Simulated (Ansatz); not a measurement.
# Al: a tetragonal deformation path

The task here is to estimate one member of a computed series from the others.

Method: DFT PBEsol, scalar-relativistic, plane waves, PAW, in Ansatz 0.2.0.

## The structure to begin with

The structure is cubic, space group Fm-3m (No. 225). The conventional cell has a = 4.048 Å, b = 4.048 Å, c = 4.048 Å, α = 90.00°, β = 90.00°, γ = 90.00°. Al (site symmetry m-3m) is surrounded by 12 Al at 2.86 Å.

As a file:

```xyz
1
Lattice="0.0000 2.0240 2.0240 2.0240 0.0000 2.0240 2.0240 2.0240 0.0000" Properties=species:S:1:pos:R:3 pbc="T T T"
Al    0.0000    0.0000    0.0000
```

The cell is taken as given, not relaxed at this level.

## The reference cell

The reference gives a free energy of -524.5494 eV, pressure -1.89 GPa, largest force 0.000 eV/Å and gap on the mesh none (metal). It was computed beforehand with the settings of the runs below.

The first run:

At fixed volume and fractional coordinates, lengths along (0.000, 0.000, 1.000) are scaled against those across it; ρ is that ratio over its starting value.

Contents of input.yaml:

```yaml
crystal:
  lattice:
    - [0.0, 2.271955106, 1.6062722599]
    - [2.271955106, 0.0, 1.6062722599]
    - [2.271955106, 2.271955106, 0.0]
  atoms:
    - { symbol: Al, position: [0.0, 0.0, 0.0] }
basis:
  ecutwfc: 420
kpoints:
  mp_grid: { grid: [22, 22, 22] }
hamiltonian:
  xc: pbesol
scf:
  occupations: { method: gaussian, width: 0.15 }
output:
  forces: true
  stress: true
  eigenvalues: true
```

On the command line:

```sh
ansatz run input.yaml --threads 1 --pin off --max-ram 2560MiB --backend cpu --events-out ev --progress --plain --runs-dir out
```

Among the steps run: ρ = 0.707; At ρ = 1.414; At ρ = 0.850; Point ρ = 1.200; At ρ = 0.780; ρ = 1.300; ρ = 0.920; At ρ = 1.100; Point ρ = 0.650; Point ρ = 1.500; Point ρ = 0.960; ρ = 1.050.

One table of the session follows, with a row left open; its other results are not shown here.

Collected from the runs (energy zero: the undisturbed cell):

| ρ | ΔE (meV/atom) | pressure (GPa) |
| --- | --- | --- |
| 0.650 | 89.6 | -0.1 |
| 0.707 | 96.0 | 0.0 |
| 0.780 | 83.2 | -0.2 |
| 0.850 | ? | ? |
| 0.920 | 13.5 | -1.5 |
| 0.960 | 3.5 | -1.8 |
| 1.000 | 0.0 | -1.9 |
| 1.050 | 5.4 | -1.7 |
| 1.100 | 17.9 | -1.3 |
| 1.200 | 69.8 | 0.7 |
| 1.300 | 155.8 | 3.5 |
| 1.414 | 294.9 | 7.4 |
| 1.500 | 423.4 | 10.8 |

Q: Estimate the row for ρ = 0.850 from the others.

Worked estimate for «ΔE (meV/atom)». A straight line through the neighbours (0.780, 83.2) and (0.920, 13.5) gives 83.2 + (13.5 − 83.2) × (0.850 − 0.780) / (0.920 − 0.780) = 48.4; a parabola fitted to 4 rows on both sides gives 53.0.

The run gave: ΔE (meV/atom): 45.1; pressure (GPa): -0.7. In «ΔE (meV/atom)» the line misses by +3.3 and the parabola by +7.9.
